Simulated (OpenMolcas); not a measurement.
**Bi: RASSCF and RASPT2 terms and fine-structure levels**

Aim: the low terms and levels of Bi, with their order and spacing, then second-order correlation under several settings.

The numbers are computed with OpenMolcas 26.06 (state-averaged RASSCF and RASPT2, spin-orbit coupling by RASSI with atomic mean-field integrals), except any that are marked as measured or tabulated.

## 1. The system

| Quantity | Value |
| --- | --- |
| Species | Bi (bismuth, Z = 83, 83 electrons) |
| Basis | ANO-RCC [11s10p9d6f4g], 164 functions |
| Scalar Hamiltonian | DKH2, point nucleus |
| Inactive shells | 1s 2s 2p 3s 3p 3d 4s 4p 4d 4f 5s 5p 5d |
| Active space | 5 electrons in 9 orbitals (RAS2 6s 6p; RAS3 6d, at most 2 electrons) |
| Some configurations of this space | 6p⁵, 6s 6p⁴, 6s² 6p³ |
| Orbitals | optimised for each spin and parity, averaged over the low roots |

The outer shells:

6p5
```
6p [↑↓][↑↓][↑ ]
```

6s 6p4
```
6s [↑ ]
6p [↑↓][↑ ][↑ ]
```

6s2 6p3
```
6s [↑↓]
6p [↑ ][↑ ][↑ ]
```

Each step is its own input file, run in one work folder so that later steps find the files of earlier ones. Labels, J, g values, rates, χT and fits are worked out afterwards by a script from the matrices that RASSI stores.

## 2. GATEWAY and SEWARD: basis and integrals

Contents of a.inp:

```
&GATEWAY
Coord
1

Bi 0.0 0.0 0.0
Basis=ANO-RCC
Group=XYZ
NoMove
AngMom=0.0 0.0 0.0
AMFI
&SEWARD
```

On the command line:

```console
$ OMP_NUM_THREADS=1 MOLCAS_MEM=2252 MOLCAS_PROJECT=a pymolcas a.inp > a.log
```

## 3. A small preliminary run for start orbitals

Contents of a.inp:

```
&RASSCF
FileOrb=start.orb
Symmetry=2
Spin=4
nActEl=5 0 0
Inactive=20 19
Ras2=1 3
CIRoot=1 1 1
SDav=1
CIMx=300
Iter=120 100
PrWF=0.3
OrbListing=Nothing
MaxOrb=0
Atom
>>> COPY $Project.JobIph JOBPRE
```

## 4. RASSCF: quartets of odd parity, 1 root

Contents of a.inp:

```
&RASSCF
FileOrb=start.orb
Symmetry=2
Spin=4
nActEl=5 0 2
Inactive=20 19
Ras2=1 3
Ras3=5 0
CIRoot=1 1 1
SDav=186
CIMx=300
Iter=120 100
PrWF=0.3
OrbListing=Nothing
MaxOrb=0
Thrs=2.0e-7 1.0e-1 5.0e-4
Atom
>>> COPY $Project.JobIph JOB001
```

## 5. RASSCF: doublets of odd parity, 8 roots

Contents of a.inp:

```
&RASSCF
FileOrb=start.orb
Symmetry=2
Spin=2
nActEl=5 0 2
Inactive=20 19
Ras2=1 3
Ras3=5 0
CIRoot=8 8 1
SDav=381
CIMx=300
Iter=120 100
PrWF=0.3
OrbListing=Nothing
MaxOrb=0
Thrs=2.0e-7 1.0e-1 5.0e-4
Atom
>>> COPY $Project.JobIph JOB002
```

## 6. RASSCF: quartets of even parity, 1 root

Contents of a.inp:

```
&RASSCF
FileOrb=start.orb
Symmetry=1
Spin=4
nActEl=5 0 2
Inactive=20 19
Ras2=1 3
Ras3=5 0
CIRoot=1 1 1
SDav=198
CIMx=300
Iter=120 100
PrWF=0.3
OrbListing=Nothing
MaxOrb=0
Thrs=2.0e-7 1.0e-1 5.0e-4
Atom
>>> COPY $Project.JobIph JOB003
```

## 7. RASSCF: doublets of even parity, 1 root

Contents of a.inp:

```
&RASSCF
FileOrb=start.orb
Symmetry=1
Spin=2
nActEl=5 0 2
Inactive=20 19
Ras2=1 3
Ras3=5 0
CIRoot=1 1 1
SDav=354
CIMx=300
Iter=120 100
PrWF=0.3
OrbListing=Nothing
MaxOrb=0
Thrs=2.0e-7 1.0e-1 5.0e-4
Atom
>>> COPY $Project.JobIph JOB004
```

## 8. State interaction with spin-orbit coupling

Contents of a.inp:

```
&RASSI
NrOfJobIphs=2 1 8
1
1 2 3 4 5 6 7 8
IphNames
JOB001
JOB002
EJob
SpinOrbit
DIPRint=1.0
SOCoupling=1000.0
Subsets=2
MEES
Property=10
'ANGMOM' 1 'ANGMOM' 2 'ANGMOM' 3 'MLTPL  1' 1 'MLTPL  1' 2 'MLTPL  1' 3
'AMFI' 1 'AMFI' 2 'AMFI' 3 'MLTPL  2' 6
SOProperty=3
'ANGMOM' 1 'ANGMOM' 2 'ANGMOM' 3
```

## 9. CASPT2: IPEA 0.25, imaginary shift 0.1 (closed shells correlated: 5d)

Contents of a.inp:

```
>>> COPY JOB001 $Project.JobIph
&CASPT2
Multistate=1 1
Frozen=15 19
IPEA=0.25
Imaginary=0.1
MaxIter=60
WThr=0.0 0.3 0.05
PrWF=0.5
NoMix
>>> COPY JOB002 $Project.JobIph
&CASPT2
Multistate=8 1 2 3 4 5 6 7 8
Frozen=15 19
IPEA=0.25
Imaginary=0.1
MaxIter=60
WThr=0.0 0.3 0.05
PrWF=0.5
NoMix
```

## 10. CASPT2: IPEA 0.5, imaginary shift 0.1 (closed shells correlated: 5d)

a.inp, as its differences from that of step 9:

```diff
@@ -4,3 +4,3 @@
 Frozen=15 19
-IPEA=0.25
+IPEA=0.5
 Imaginary=0.1
@@ -14,3 +14,3 @@
 Frozen=15 19
-IPEA=0.25
+IPEA=0.5
 Imaginary=0.1
```

(Steps that only read results are left out.)

What does the calculation give? Wanted: lowest level; first excited level; spin-orbit lowering of the lowest level; strongest of the lines computed, by gA.

The runs gave:

| quantity | value |
| --- | --- |
| method | SS-RASPT2, IPEA 0.25, imaginary shift 0.1 (closed shells correlated: 5d) |
| lowest level | 6s² 6p³ ⁴S°_3/2, 66 % of that term, g = 1.721 |
| ground level listed by NIST | 4S°3/2 |
| first excited level | 6s² 6p³ ²D°_3/2 at 10310 cm⁻¹ |
| spin-orbit lowering of the lowest level | 5038 cm⁻¹ |
| strongest of the lines computed, by gA (one parity, so forbidden lines), at SS-RASPT2 energies | 6s² 6p³ ²P°_3/2 → 6s² 6p³ ²D°_3/2, 515.1 nm, A = 7.09e+01 s⁻¹ |

What each method costs and misses:

| method | time of its own steps | time with the reference | mean absolute difference from the measured levels (cm-1) |
| --- | --- | --- | --- |
| A. RASSCF | 2.2 min | 2.2 min | 1100 |
| B. SS-RASPT2, IPEA 0.25, imaginary shift 0.1, +5d | 33 s | 2.8 min | 1600 |
| C. SS-RASPT2, IPEA 0.5, imaginary shift 0.1, +5d | 32 s | 2.8 min | 1500 |

Times are of one thread on a shared host.

**Reading.** Second-order correlation (method B) scales the levels of the lowest configuration above 5000 cm⁻¹ by 0.86 to 0.94. Method A lies closest to the measured levels (1100 cm⁻¹ on average) and B farthest (1600). Only the configurations of the active space and the roots asked for are present. The lowest level holds only 66 % of its leading term, so the LS label is a loose one. Not all states of the active space went into the spin-orbit step. Measured levels are paired by their LS label, which is uncertain where the leading share is low. CASPT2 does not keep the components of a term degenerate, and the means are used. The levels of the extra active shells were not computed. Spin-orbit splittings of 6p shells come out too small at this level. Only valence configurations of the active space appear, up to the ionisation limit; * or ° marks odd parity.
